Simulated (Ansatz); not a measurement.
# CH₅FGeSSi: basis-set convergence

Aim: see how fast density functionals converge with the basis set for CH₅FGeSSi.

Program: Ansatz 0.2.0, Gaussian basis. Level of theory: one geometry, several basis sets. These are calculated values, not measurements.

Levels to be run: PBE0-D4/def2-SVP; ωB97M-V/def2-SVP; PBE0-D4/def2-QZVPP; ωB97M-V/def2-QZVPP; the functionals' def2-TZVPP values are taken from earlier runs.

### Step 1. The relaxed structure

All runs share one geometry, relaxed beforehand with PBE0-D4 in a triple-zeta def2 set.

10 atoms, charge 0, spin multiplicity 1.

Atoms are counted from 1 here; the program's logs count them from 0.

Bond lengths: F1–Si2 1.602 Å, Si2–C3 1.873 Å, Si2–Ge5 2.352 Å, Si2–H6 1.482 Å, C3–S4 1.840 Å, C3–H7 1.091 Å, C3–H8 1.090 Å, S4–Ge5 2.266 Å, Ge5–H9 1.535 Å, Ge5–H10 1.539 Å. Angles: F1–Si2–C3 116.6°, F1–Si2–Ge5 123.8°, F1–Si2–H6 107.7°, C3–Si2–Ge5 86.7°, C3–Si2–H6 110.3°, Ge5–Si2–H6 110.2°, Si2–C3–S4 95.6°, Si2–C3–H7 115.6°, Si2–C3–H8 115.3°, S4–C3–H7 109.4°, S4–C3–H8 110.8°, H7–C3–H8 109.4°, C3–S4–Ge5 90.1°, Si2–Ge5–S4 73.1°, Si2–Ge5–H9 123.3°, Si2–Ge5–H10 120.8°, S4–Ge5–H9 111.9°, S4–Ge5–H10 111.4° and more.

### Step 2. PBE0-D4 in def2-SVP

in.yaml reads:

```yaml
crystal:
  periodic: [false, false, false]
  atoms:
    - {symbol: F, position_ang: [-2.490891, -0.170893, -0.139072]}
    - {symbol: Si, position_ang: [-1.004236, 0.032128, 0.422613]}
    - {symbol: C, position_ang: [0.186475, -1.392507, 0.179456]}
    - {symbol: S, position_ang: [1.713496, -0.372973, 0.299345]}
    - {symbol: Ge, position_ang: [0.615300, 1.384336, -0.616546]}
    - {symbol: H, position_ang: [-1.109795, 0.374705, 1.861004]}
    - {symbol: H, position_ang: [0.189204, -2.143665, 0.970484]}
    - {symbol: H, position_ang: [0.127273, -1.888495, -0.789734]}
    - {symbol: H, position_ang: [1.093740, 2.722765, -0.035990]}
    - {symbol: H, position_ang: [0.762634, 1.403301, -2.148761]}
basis:
  gaussian: {orbitals: def2-SVP}
hamiltonian: {xc: pbe0, dispersion: d4}
output: {orbitals: {seedname: orbitals}}
```

Launch:

```bash
$ ansatz run in.yaml --threads 4 --pin off --events-out ev --progress --plain --max-ram 10444MiB
```

After this run come: ωB97M-V in def2-SVP; PBE0-D4 in def2-QZVPP; ωB97M-V in def2-QZVPP.

Before running them: what should the planned runs give, taken together? Wanted: PBE0-D4: double and triple zeta above quadruple; ωB97M-V: double and triple zeta above quadruple.

**Answer**, as computed:

```
                                       quantity           value
PBE0-D4: double and triple zeta above quadruple  20.54, 2.03 eV
ωB97M-V: double and triple zeta above quadruple  20.53, 1.95 eV
```

In words: PBE0-D4 gains 18.51 eV from double to triple zeta, then 2.03 eV more. Total energies overstate the basis error of differences, where much of it tends to cancel. The LUMO of ωB97M-V is positive and keeps falling with the basis (1.53 to 0.84 eV): an unbound level that the basis holds in place.
